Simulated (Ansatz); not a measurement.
# CH4AsO radical: small, medium and large basis sets

The task here is to estimate one member of a computed series from the others.

The runs use Ansatz 0.2.0, Gaussian basis; one geometry, several basis sets.

Levels to be run: PBE0-D4/def2-SVP; ωB97M-V/def2-SVP; PBE0-D4/def2-QZVPP; ωB97M-V/def2-QZVPP; the functionals' def2-TZVPP values are taken from earlier runs.

## The relaxed structure

The geometry comes from an earlier relaxation with PBE0-D4 in a triple-zeta def2 set; it is a stationary point, not always the lowest conformer.

SMILES `CO[AsH]`, 7 atoms, charge 0, spin multiplicity 2.

Atoms are counted from 1 here; the program's logs count them from 0.

Bond lengths: C1–O2 1.410 Å, C1–H4 1.095 Å, C1–H5 1.095 Å, C1–H6 1.092 Å, O2–As3 1.778 Å, As3–H7 1.540 Å. Angles: O2–C1–H4 111.5°, O2–C1–H5 111.5°, O2–C1–H6 107.5°, H4–C1–H5 108.7°, H4–C1–H6 108.8°, H5–C1–H6 108.8°, C1–O2–As3 120.9°, O2–As3–H7 96.4°.

The first run:

The input, in.yaml:

```yaml
crystal:
  periodic: [false, false, false]
  atoms:
    - {symbol: C, position_ang: [-0.425255, 0.626992, 0.034620]}
    - {symbol: O, position_ang: [-0.731301, -0.747889, -0.023031]}
    - {symbol: As, position_ang: [0.559529, -1.967579, -0.112645]}
    - {symbol: H, position_ang: [0.125370, 0.952761, -0.854586]}
    - {symbol: H, position_ang: [0.167342, 0.868880, 0.923619]}
    - {symbol: H, position_ang: [-1.370087, 1.172507, 0.082687]}
    - {symbol: H, position_ang: [1.735501, -0.973571, -0.096364]}
basis:
  gaussian: {orbitals: def2-SVP}
magnetization: {spin_polarized: true, initial_magnetization: 1}
hamiltonian: {xc: pbe0, dispersion: d4}
output: {orbitals: {seedname: orbitals}}
```

Launch:

```console
$ ansatz run in.yaml --threads 2 --pin off --events-out ev --progress --plain --max-ram 32768MiB --backend cpu
```

Among the steps run: PBE0-D4 in def2-SVP; ωB97M-V in def2-SVP; PBE0-D4 in def2-QZVPP; ωB97M-V in def2-QZVPP.

One table of the session follows, with a row left open; its other results are not shown here.

It belongs to the step «Functionals by basis». 

```
functional       basis  HOMO (eV)  LUMO (eV)
   PBE0-D4    def2-SVP      -5.75      -2.31
   PBE0-D4  def2-TZVPP      -5.88      -2.43
   PBE0-D4  def2-QZVPP      -5.93      -2.51
   ωB97M-V    def2-SVP      -7.75      -0.32
   ωB97M-V  def2-TZVPP      -7.87      -0.51
   ωB97M-V  def2-QZVPP          ?          ?
```

Q: Estimate the row for ωB97M-V, def2-QZVPP from the others.

As computed: HOMO (eV): -7.93; LUMO (eV): -0.69. In the column «HOMO (eV)» it is the lowest.
